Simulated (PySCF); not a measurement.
SGe (germanium sulfide (GeS)), in a box:

```
S Ge
1.0
     9.00000    0.00000    0.00000
     0.00000    9.00000    0.00000
     0.00000    0.00000   12.00000
S Ge
1 1
Direct
  0.50144 0.50233 0.41900
  0.50144 0.50233 0.58667
```

Base run:

```yaml
Program: PySCF 2.14.0
Functional: AM05
Dispersion: D4
Potentials_or_basis: def2-svp (all-electron)
k_mesh: 1 × 1 × 1
Occupations: fixed
Spin: no spin polarisation
```

Its results: gap between the frontier levels 3.81 eV.

Task: The run is repeated on the same cell with these changes: functional from AM05 to LC-wPBE. What comes out?

Result: Gap between the frontier levels 10.41 eV.

LC-wPBE gives the wider gap, since exact exchange removes part of the self-interaction.

Caveats: this is a molecule in a periodic box at the Γ point, so its band gap is the HOMO-LUMO gap; relativity is left out, which matters for the heavier elements; the basis of atomic orbitals isn't converged, which shifts pressures, moduli and gaps; the D4 parameters stored for this functional may belong to another (some runs).

A k mesh can miss the band edges.

Not every run made on this cell is shown here.
